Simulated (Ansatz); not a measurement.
**CH₇ClO₃Si₂: a ladder of functionals and wavefunction methods**

One table from this session's results is given with a row withheld; the runs are named, their logs left out.

Computed with Ansatz 0.2.0, Gaussian basis. Level: functionals in def2-TZVPP, the program's frozen cores in correlated methods.

The runs, in order: PBE-D4, r2SCAN-D4, PBE0-D4, B3LYP-D4, ωB97X-V, ωB97M-V, B2PLYP; CCSD(T)/def2-TZVPP; MP2/def2-QZVPP; extrapolation to the limit.

## The geometry

An earlier PBE0-D4 in a triple-zeta def2 set relaxation fixed the geometry.

SMILES `CO[Si@@H](O)[Si@@H](O)Cl`, 14 atoms, charge 0, spin multiplicity 1.

Atoms are counted from 1 here; the program's logs count them from 0.

Bond lengths: C1–O2 1.412 Å, C1–H8 1.094 Å, C1–H9 1.091 Å, C1–H10 1.096 Å, O2–Si3 1.640 Å, Si3–O4 1.636 Å, Si3–Si5 2.345 Å, Si3–H11 1.494 Å, O4–H12 0.959 Å, Si5–O6 1.646 Å, Si5–Cl7 2.069 Å, Si5–H13 1.486 Å, O6–H14 0.959 Å. Angles: O2–C1–H8 111.2°, O2–C1–H9 108.1°, O2–C1–H10 111.4°, H8–C1–H9 108.9°, H8–C1–H10 108.6°, H9–C1–H10 108.6°, C1–O2–Si3 123.6°, O2–Si3–O4 109.0°, O2–Si3–Si5 111.6°, O2–Si3–H11 108.0°, O4–Si3–Si5 105.2°, O4–Si3–H11 112.2°, Si5–Si3–H11 111.0°, Si3–O4–H12 118.3°, Si3–Si5–O6 105.3°, Si3–Si5–Cl7 109.6°, Si3–Si5–H13 116.2°, O6–Si5–Cl7 110.1° and more.

The first run:

File in.yaml:

```yaml
crystal:
  periodic: [false, false, false]
  atoms:
    - {symbol: C, position_ang: [-0.328327, 2.163096, 0.394736]}
    - {symbol: O, position_ang: [0.409398, 1.118877, 0.993629]}
    - {symbol: Si, position_ang: [1.031788, -0.147330, 0.158378]}
    - {symbol: O, position_ang: [2.081989, -0.953707, 1.119435]}
    - {symbol: Si, position_ang: [-0.621893, -1.715548, -0.394039]}
    - {symbol: O, position_ang: [-1.898094, -0.827624, -0.933354]}
    - {symbol: Cl, position_ang: [0.072499, -2.953045, -1.900037]}
    - {symbol: H, position_ang: [-1.310108, 1.813129, 0.062033]}
    - {symbol: H, position_ang: [-0.467136, 2.949224, 1.138223]}
    - {symbol: H, position_ang: [0.202295, 2.586198, -0.466048]}
    - {symbol: H, position_ang: [1.690325, 0.389986, -1.070180]}
    - {symbol: H, position_ang: [2.862396, -0.490910, 1.429281]}
    - {symbol: H, position_ang: [-1.041588, -2.637765, 0.693147]}
    - {symbol: H, position_ang: [-2.683553, -1.294592, -1.225194]}
basis:
  gaussian: {orbitals: def2-TZVPP}
hamiltonian: {xc: pbe, dispersion: d4}
output: {forces: true, orbitals: {seedname: orbitals}}
```

Command:

```sh
$ ansatz run in.yaml --threads 2 --pin off --events-out ev --progress --plain --max-ram 32768MiB --backend cuda --devices 0, --max-vram 18GiB
```

Steps of the session up to this table: PBE-D4 (GGA); r2SCAN-D4 (meta-GGA); PBE0-D4 (hybrid); B3LYP-D4 (hybrid); ωB97X-V (range-separated); ωB97M-V (range-separated); B2PLYP (double hybrid); CCSD(T) in def2-TZVPP; MP2 in def2-QZVPP.

One table of the session follows, with a row left open; its other results are not shown here.

It belongs to the step «Atomisation energies». 

| method | atomisation energy (kcal/mol) |
| --- | --- |
| PBE-D4 | 1264.5 |
| r2SCAN-D4 | 1252.9 |
| PBE0-D4 | 1240.7 |
| B3LYP-D4 | 1244.3 |
| ωB97X-V | 1255.7 |
| ωB97M-V | 1254.0 |
| B2PLYP | ? |
| HF/def2-TZVPP | 900.3 |
| MP2/def2-TZVPP | 1245.5 |
| CCSD/def2-TZVPP | 1198.1 |
| CCSD(T)/def2-TZVPP | 1216.9 |
| MP2/CBS | 1284.7 |
| CCSD(T)/CBS | 1256.1 |

Q: Estimate the row for B2PLYP from the others.

The run gave: atomisation energy (kcal/mol): 1233.2. In the column «atomisation energy (kcal/mol)» it lies between CCSD(T)/def2-TZVPP (1216.9) and PBE0-D4 (1240.7).

Limits of these values: Free atoms (1 C, 3 O, 2 Si, 1 Cl, 7 H) were run apart at each level; the atomisation energy is their sum less the molecule, without zero-point or spin-orbit terms.
